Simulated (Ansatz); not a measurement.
# SnO: the cost of one run

Computed with Ansatz 0.2.0 (DFT PBE+D3(BJ), scalar-relativistic, plane waves, PAW, unless a step's input says otherwise).

## Step 1: The system as given

It takes space group P4/nmm (No. 129, tetragonal). The conventional cell has a = 3.799 Å, b = 3.799 Å, c = 4.841 Å, α = 90.00°, β = 90.00°, γ = 90.00°. Sn (site symmetry 4mm) is surrounded by 4 O at 2.22 Å. O (site symmetry -4m2) has 4 Sn at 2.22 Å as nearest neighbours.

As a file:

```cif
data_structure
_symmetry_space_group_name_H-M 'P 1'
_symmetry_Int_Tables_number 1
_cell_length_a 3.7986
_cell_length_b 3.7986
_cell_length_c 4.8408
_cell_angle_alpha 90.000
_cell_angle_beta 90.000
_cell_angle_gamma 90.000
_cell_volume 69.85
loop_
_atom_site_label
_atom_site_type_symbol
_atom_site_fract_x
_atom_site_fract_y
_atom_site_fract_z
_atom_site_occupancy
Sn1 Sn 0.50000 0.00000 0.23690 1
Sn2 Sn 0.00000 0.50000 0.76310 1
O1 O 0.00000 0.00000 0.00000 1
O2 O 0.50000 0.50000 0.00000 1
```

The structure rests on an entry of the Crystallography Open Database; cell or positions may have been set otherwise for this series.

## Step 2: Relaxing cell and atoms: SnO, no spin

The input, input.yaml:

```yaml
crystal:
  lattice:
    - [3.7986, 0.0, 0.0]
    - [0.0, 3.7986, 0.0]
    - [0.0, 0.0, 4.8408]
  atoms:
    - { symbol: Sn, position: [0.5, 0.0, 0.2369] }
    - { symbol: Sn, position: [0.0, 0.5, 0.7631] }
    - { symbol: O, position: [0.0, 0.0, 0.0] }
    - { symbol: O, position: [0.5, 0.5, 0.0] }
scf:
  occupations: { method: gaussian, width: 0.02 }
output:
  forces: true
  stress: true
hamiltonian:
  xc: pbe
  dispersion: d3bj
kpoints:
  mp_grid: { grid: [10, 10, 8] }
relax:
  f_tol: 0.003
  cell: { stress_tol: 0.02 }
```

Launch:

```console
$ ansatz run input.yaml --threads 4 --pin off --max-ram 8192MiB --backend cpu --events-out ev --progress --plain --runs-dir out
```

**Question.** How long does this run take on 4 threads of AMD EPYC 7R43 (Zen 3), shared host, and how much memory does it need?

About 28 s, with a peak of 0.52 GiB.
